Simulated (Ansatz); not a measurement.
# Bi: the cost of one run

Program: Ansatz 0.2.0. Level of theory: DFT PBEsol, scalar-relativistic. These are calculated values, not measurements.

## 1. The starting structure

The structure is trigonal, space group R-3m (No. 166). Conventional cell: a = 4.546 Å, b = 4.546 Å, c = 11.862 Å, α = 90.00°, β = 90.00°, γ = 120.00°. Bi (site symmetry 3m) has 6 Bi at 3.07 to 3.53 Å as nearest neighbours.

Coordinates:

```cif
data_structure
_symmetry_space_group_name_H-M 'R-3m:H'
_symmetry_Int_Tables_number 166
_cell_length_a 4.5460
_cell_length_b 4.5460
_cell_length_c 11.8620
_cell_angle_alpha 90.000
_cell_angle_beta 90.000
_cell_angle_gamma 120.000
_cell_volume 212.30
loop_
_atom_site_label
_atom_site_type_symbol
_atom_site_symmetry_multiplicity
_atom_site_Wyckoff_symbol
_atom_site_fract_x
_atom_site_fract_y
_atom_site_fract_z
_atom_site_occupancy
Bi1 Bi 6 c 0.00000 0.00000 0.23389 1
```

The file gives the conventional cell by its symmetry; the runs use the cell typed in the input.

Atoms are numbered in the order of the input: Bi1, Bi2.

## 2. Volume × 0.94, LAPW

input.yaml reads:

```yaml
crystal:
  lattice:
    - [2.2265989101, 1.2855274801, 3.8732834739]
    - [-2.2265989101, 1.2855274801, 3.8732834739]
    - [0.0, -2.5710549601, 3.8732834739]
  atoms:
    - { symbol: Bi, position: [0.23389, 0.23389, 0.23389] }
    - { symbol: Bi, position: [0.76611, 0.76611, 0.76611] }
kpoints:
  mp_grid: { grid: [10, 10, 10] }
  band_path:
    path:
      - [0.0, 0.0, 0.0]
      - [0.5, 0.5, 0.5]
      - [0.7598966753, 0.2401033247, 0.5]
      - [0.5, -0.2401033247, 0.2401033247]
      - [0.5, 0.0, 0.0]
      - [0.0, 0.0, 0.0]
      - [0.3700516624, -0.3700516624, 0.0]
      - [0.6299483376, 0.0, 0.3700516624]
      - [0.5, 0.0, 0.5]
    npoints: 5
scf:
  occupations: { method: fermi_dirac, width: 0.03 }
hamiltonian:
  xc: pbesol
  pseudopotentials: { kind: all_electron, lapw: { basis_error: 0.0005 } }
output:
  forces: true
  stress: true
  eigenvalues: true
```

Launch:

```sh
$ ansatz run input.yaml --threads 1 --pin off --max-ram 3072MiB --backend cpu --events-out ev --progress --plain --runs-dir out
```

Q: Estimate wall time and peak memory on 1 thread of Arm Neoverse V2, shared host.

About 55 s, with a peak of 0.6 GiB.
